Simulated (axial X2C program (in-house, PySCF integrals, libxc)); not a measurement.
# RuO: properties at the nuclei

Aim: properties at the nuclei of RuO, with spin–orbit coupling in the Hamiltonian from the start.

Method: two-component X2C with atomic mean-field terms, Ru dyall-cv3z, O dyall-av3z; program: an in-house X2C program for linear molecules on PySCF integrals.

All values are calculated.

### Step 1. Set-up

File task.json:

```json
{"zs": [44, 8], "q": 0, "bas": ["dyall-cv3z", "dyall-av3z"], "r0": 1.71, "levels": ["PBE0", "HF", "BP86", "B3LYP", "r2SCAN"], "nst": 3}
```

Keys: zs atomic numbers; q charge; bas basis sets; r0 starting distance in Å; levels methods (HF also brings MP2); nst determinants followed.

The run is started by

```
python soeom.py task.json out
```

Nuclei are Gaussian, cores are contracted, and the Gaunt term is on.

### Step 2. Expectation values, lowest determinant

R = 1.697 Å. State: Ω = 4 (excess of +ω over −ω: ω = 3/2, ω = 5/2).

Output of the PBE0 run:

```text
two-component X2C + atomic mean field  PBE0
basis functions 204  fitting functions 954  grid points 5075
iter        total energy     max residual
   1      -4600.859383100     9.02e+00
   2      -4603.440457408     3.66e-02
   3      -4603.361507249     9.60e-02
   4      -4603.444583493     3.60e-02
   5      -4603.462666675     1.41e-03
   6      -4603.462706121     1.21e-03
   7      -4603.462725321     2.82e-04
   8      -4603.462727372     1.16e-04
   9      -4603.462727953     2.03e-05
  10      -4603.462727984     8.53e-06
  11      -4603.462727987     2.29e-06
  12      -4603.462727988     2.09e-06
converged
one-electron -6562.68712191  Coulomb 1994.59455374  exact exchange -35.12183705  xc functional -107.77006052  nuclear repulsion 109.76451281  atomic mean-field constant -2.24277506
```

The highest occupied spinor is 46% Ru s, 23% O p, 23% Ru d.

| level | Eeff magnitude (GV/cm) | Ws magnitude Ru (kHz) | A∥/gI Ru (MHz) | qzz Ru (a.u.) | A∥/gI O (MHz) | qzz O (a.u.) | μ (D) |
| --- | --- | --- | --- | --- | --- | --- | --- |
| PBE0 | 2.81 | 0.244 | 826 | 1.82 | -8.99 | 0.57 | -3.79 |
| HF | 4.8 | 0.727 | 690 | 1.97 | -13.1 | 2.14 | -2.80 |
| BP86 | 2.12 | 0.167 | 863 | 1.77 | -10.6 | 0.59 | -3.12 |
| B3LYP | 2.56 | 0.216 | 834 | 1.75 | -8.07 | 0.55 | -3.68 |
| r2SCAN | 1.89 | 0.114 | 874 | 1.81 | -1.41 | 0.67 | -3.27 |

Eeff is the effective electric field on the electron dipole moment in this Ω state and Ws the scalar–pseudoscalar constant (defined with the proton number Z and per Ω); A∥ is the parallel hyperfine constant, which follows by multiplying with the nuclear g factor gI = μI/(I μN); qzz is the electric field gradient, eQq0 = 234.96 MHz × Q/barn × qzz; μ is positive if O is the positive end. The operators were transformed with the bare-nucleus X2C matrices.

### Step 3. Expectation values, a higher determinant

R = 1.697 Å. State: Ω = 1 (excess of +ω over −ω: ω = -1/2, ω = 3/2), 0.76 eV above the lowest in the PBE0 search for states (made at or near this distance, with looser thresholds).

Output of the PBE0 run:

```text
two-component X2C + atomic mean field  PBE0
basis functions 204  fitting functions 954  grid points 5075
iter        total energy     max residual
   1      -4600.913184994     8.80e+00
   2      -4603.416803142     3.30e-02
   3      -4603.368327148     7.65e-02
   4      -4603.422207149     2.82e-02
   5      -4603.435294728     8.48e-04
   6      -4603.435299137     7.34e-04
   7      -4603.435307218     6.50e-05
   8      -4603.435307338     2.72e-05
   9      -4603.435307376     9.84e-06
  10      -4603.435307392     7.44e-06
  11      -4603.435307400     5.24e-06
  12      -4603.435307404     3.08e-06
  13      -4603.435307406     1.66e-06
converged
one-electron -6565.46652857  Coulomb 1997.45815999  exact exchange -35.12892811  xc functional -107.81974847  nuclear repulsion 109.76451281  atomic mean-field constant -2.24277506
```

The highest occupied spinor is 99% Ru d.

| level | Eeff magnitude (GV/cm) | Ws magnitude Ru (kHz) | A∥/gI Ru (MHz) | qzz Ru (a.u.) | A∥/gI O (MHz) | qzz O (a.u.) | μ (D) |
| --- | --- | --- | --- | --- | --- | --- | --- |
| PBE0 | 0.91 | 0.066 | -220 | 5.67 | -31.8 | 0.80 | -4.33 |
| HF | 0.764 | 0.873 | -993 | 5.67 | -53.5 | 1.91 | -5.42 |
| BP86 | 0.254 | 0.495 | -229 | 5.39 | -38 | 0.74 | -3.59 |
| B3LYP | 0.405 | 0.178 | -227 | 5.60 | -28.3 | 0.76 | -4.19 |
| r2SCAN | 1.43 | 0.252 | -162 | 5.59 | -13.6 | 0.87 | -3.98 |

### Step 4. Expectation values, a higher determinant

R = 1.697 Å. State: Ω = 3 (excess of +ω over −ω: 2 × ω = -1/2, ω = 3/2, ω = 5/2), 0.82 eV above the lowest in the PBE0 search for states (made at or near this distance, with looser thresholds).

Output of the PBE0 run:

```text
two-component X2C + atomic mean field  PBE0
basis functions 204  fitting functions 954  grid points 5075
iter        total energy     max residual
   1      -4600.833909936     9.02e+00
   2      -4603.411303538     3.52e-02
   3      -4603.350864759     8.52e-02
   4      -4603.417608373     3.19e-02
   5      -4603.432436294     1.21e-03
   6      -4603.432472932     1.06e-03
   7      -4603.432487700     2.26e-04
   8      -4603.432489905     1.14e-04
   9      -4603.432490775     2.03e-05
  10      -4603.432490842     1.28e-05
  11      -4603.432490847     2.12e-06
  12      -4603.432490847     1.49e-06
converged
one-electron -6562.75134917  Coulomb 1994.66155710  exact exchange -35.11276281  xc functional -107.75167372  nuclear repulsion 109.76451281  atomic mean-field constant -2.24277506
```

The highest occupied spinor is 47% Ru s, 26% Ru d, 20% O p.

| level | Eeff magnitude (GV/cm) | Ws magnitude Ru (kHz) | A∥/gI Ru (MHz) | qzz Ru (a.u.) | A∥/gI O (MHz) | qzz O (a.u.) | μ (D) |
| --- | --- | --- | --- | --- | --- | --- | --- |
| PBE0 | 0.62 | 0.217 | -739 | 1.65 | -25.1 | 0.63 | -3.82 |
| HF | 0.0887 | 0.182 | -881 | 1.06 | -19.3 | 1.50 | -3.77 |
| BP86 | 0.456 | 0.184 | -719 | 1.59 | -28.7 | 0.60 | -3.17 |
| B3LYP | 0.264 | 0.157 | -742 | 1.69 | -24.8 | 0.62 | -3.60 |
| r2SCAN | 0.485 | 0.212 | -776 | 1.53 | -17.7 | 0.72 | -3.55 |

### Step 5. Outcome

| quantity | value |
| --- | --- |
| lowest determinant | Ω = 4 (excess of +ω over −ω: ω = 3/2, ω = 5/2) |
| Eeff magnitude (GV/cm), PBE0 | 2.81 |
| Ws magnitude Ru (kHz), PBE0 | 0.244 |
| A∥/gI Ru (MHz), PBE0 | 826 |
| qzz Ru (a.u.), PBE0 | 1.82 |
| higher determinant | Ω = 1 (excess of +ω over −ω: ω = -1/2, ω = 3/2) |
| Eeff magnitude (GV/cm), PBE0, higher determinant | 0.91 |
| Ws magnitude Ru (kHz), PBE0, higher determinant | 0.066 |
| A∥/gI Ru (MHz), PBE0, higher determinant | -220 |
| qzz Ru (a.u.), PBE0, higher determinant | 5.67 |
| higher determinant | Ω = 3 (excess of +ω over −ω: 2 × ω = -1/2, ω = 3/2, ω = 5/2) |
| Eeff magnitude (GV/cm), PBE0, higher determinant | 0.62 |
| Ws magnitude Ru (kHz), PBE0, higher determinant | 0.217 |
| A∥/gI Ru (MHz), PBE0, higher determinant | -739 |
| qzz Ru (a.u.), PBE0, higher determinant | 1.65 |

In the first state, the effective field runs from 1.89 to 4.8 GV/cm over the mean-field levels, so the levels don't agree on it. The expectation values come from single determinants, which for open shells can mix terms of unlike spin or miss the lowest Ω, so a determinant need not be a state. Eeff is the effective electric field on the electron dipole moment in this Ω state and Ws the scalar–pseudoscalar constant (defined with the proton number Z and per Ω); A∥ is the parallel hyperfine constant, which follows by multiplying with the nuclear g factor gI = μI/(I μN); qzz is the electric field gradient, eQq0 = 234.96 MHz × Q/barn × qzz; μ is positive if O is the positive end. The operators were transformed with the bare-nucleus X2C matrices.
